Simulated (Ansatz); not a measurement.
NiMoIrPdW:

```
Ni Mo Pd Ir W
1.0
     2.76078    0.00000    0.00000
    -1.38039    2.39090    0.00000
     0.00000    0.00000   11.34051
Ni Mo Pd Ir W
1 1 1 1 1
Direct
  0.00000 0.00000 0.70917
  0.66667 0.33333 0.29425
  0.66667 0.33333 0.89901
  0.00000 0.00000 0.10604
  0.66667 0.33333 0.52921
```

The cell was built by a generator and needn't be a form met in nature.

Base run:

| Quantity | Value |
| --- | --- |
| Program | Ansatz 0.2.0 |
| Functional | PBE |
| Potentials or basis | JTH PAW |
| Cutoff | 2400 eV (not typed: the program's choice for these potentials) |
| k mesh | 11 × 11 × 3 |
| Occupations | fermi-dirac, width 0.05 eV |
| Spin | collinear spin, ferromagnetic start |
| Starting moments | [1.0, 1.0, 0.0, 0.6, 0.0] μB |

Its results: band gap on the k mesh none (metal or under the smearing width); pressure 0.1 GPa; net moment 0.00 μB per cell; largest force 0.281 eV/Å.

Question: The run is repeated on the same cell with these changes: functional from PBE to PBEsol; potentials or basis from JTH PAW to Ansatz PAW; cutoff from 2400 eV (not typed: the program's choice for these potentials) to 420 eV (not typed: the program's choice for these potentials); valence electrons from 79 to 81. What comes out?

Answer: Band gap on the k mesh none (metal or under the smearing width); pressure -9.0 GPa; net moment 0.00 μB per cell; largest force 0.130 eV/Å.

Caveats: the starting moments weren't kept; spin-orbit coupling is left out, which moves the levels of the heavy elements (some runs); the PAW data sets come from PBE, with cores solved anew for the run's functional, which leaves a small shift of forces and pressure (some runs).
